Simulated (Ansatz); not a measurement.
**CH₄N₂SSi: a ladder of functionals and wavefunction methods**

The task here is to estimate one member of a computed series from the others.

Method: functionals in def2-TZVPP, the program's frozen cores in correlated methods; program: Ansatz 0.2.0, Gaussian basis.

Levels to be run: PBE-D4, r2SCAN-D4, PBE0-D4, B3LYP-D4, ωB97X-V, ωB97M-V, B2PLYP; CCSD(T)/def2-TZVPP; MP2/def2-QZVPP; extrapolation to the limit.

## The relaxed structure

The geometry comes from an earlier relaxation with PBE0-D4 in a triple-zeta def2 set; it is a stationary point, not always the lowest conformer.

9 atoms, charge 0, spin multiplicity 1.

Atoms are counted from 1 here; the program's logs count them from 0.

Bond lengths: N1–C2 1.334 Å, N1–H6 1.009 Å, N1–H7 1.002 Å, C2–N3 1.307 Å, C2–Si4 1.770 Å, N3–Si4 1.742 Å, Si4–S5 2.118 Å, Si4–H8 1.476 Å, S5–H9 1.344 Å. Angles: C2–N1–H6 119.4°, C2–N1–H7 120.8°, H6–N1–H7 119.0°, N1–C2–N3 129.7°, N1–C2–Si4 163.0°, N3–C2–Si4 67.0°, C2–N3–Si4 69.3°, C2–Si4–N3 43.7°, C2–Si4–S5 125.6°, C2–Si4–H8 123.6°, N3–Si4–S5 122.4°, N3–Si4–H8 122.6°, S5–Si4–H8 106.7°, Si4–S5–H9 93.5°.

Set-up of the first run:

Input file in.yaml:

```yaml
crystal:
  periodic: [false, false, false]
  atoms:
    - {symbol: N, position_ang: [-1.139409, 0.430569, 1.434345]}
    - {symbol: C, position_ang: [-0.417144, -0.173036, 0.489696]}
    - {symbol: N, position_ang: [0.498442, -1.098685, 0.602047]}
    - {symbol: Si, position_ang: [0.329463, -0.597746, -1.057557]}
    - {symbol: S, position_ang: [1.816694, 0.528741, -2.060178]}
    - {symbol: H, position_ang: [-1.053894, 0.126725, 2.392484]}
    - {symbol: H, position_ang: [-1.873806, 1.066723, 1.190343]}
    - {symbol: H, position_ang: [-0.326876, -1.438643, -2.078402]}
    - {symbol: H, position_ang: [2.254932, 1.109154, -0.929778]}
basis:
  gaussian: {orbitals: def2-TZVPP}
hamiltonian: {xc: pbe, dispersion: d4}
output: {forces: true, orbitals: {seedname: orbitals}}
```

On the command line:

```console
$ ansatz run in.yaml --threads 4 --pin off --events-out ev --progress --plain --max-ram 10444MiB
```

Steps of the session up to this table: PBE-D4 (GGA); r2SCAN-D4 (meta-GGA); PBE0-D4 (hybrid); B3LYP-D4 (hybrid); ωB97X-V (range-separated); ωB97M-V (range-separated); B2PLYP (double hybrid); CCSD(T) in def2-TZVPP; MP2 in def2-QZVPP.

One of the session's tables, all rows but one given; the rest of the session is left out.

It belongs to the step «Atomisation energies». 

| method | atomisation energy (kJ/mol) |
| --- | --- |
| PBE-D4 | 3361.7 |
| r2SCAN-D4 | 3240.7 |
| PBE0-D4 | 3256.1 |
| B3LYP-D4 | 3240.7 |
| ωB97X-V | 3263.6 |
| ωB97M-V | 3260.9 |
| B2PLYP | 3192.3 |
| HF/def2-TZVPP | 2070.7 |
| MP2/def2-TZVPP | 3179.8 |
| CCSD/def2-TZVPP | 3017.7 |
| CCSD(T)/def2-TZVPP | 3096.3 |
| MP2/CBS | 3305.6 |
| CCSD(T)/CBS | ? |

**Question.** Estimate the row for CCSD(T)/CBS.

As computed: atomisation energy (kJ/mol): 3222.1. In the column «atomisation energy (kJ/mol)» it lies between B2PLYP (3192.3) and r2SCAN-D4 (3240.7).

Limits of these values: Free atoms (2 N, 1 C, 1 Si, 1 S, 4 H) were run apart at each level; the atomisation energy is their sum less the molecule, without zero-point or spin-orbit terms.
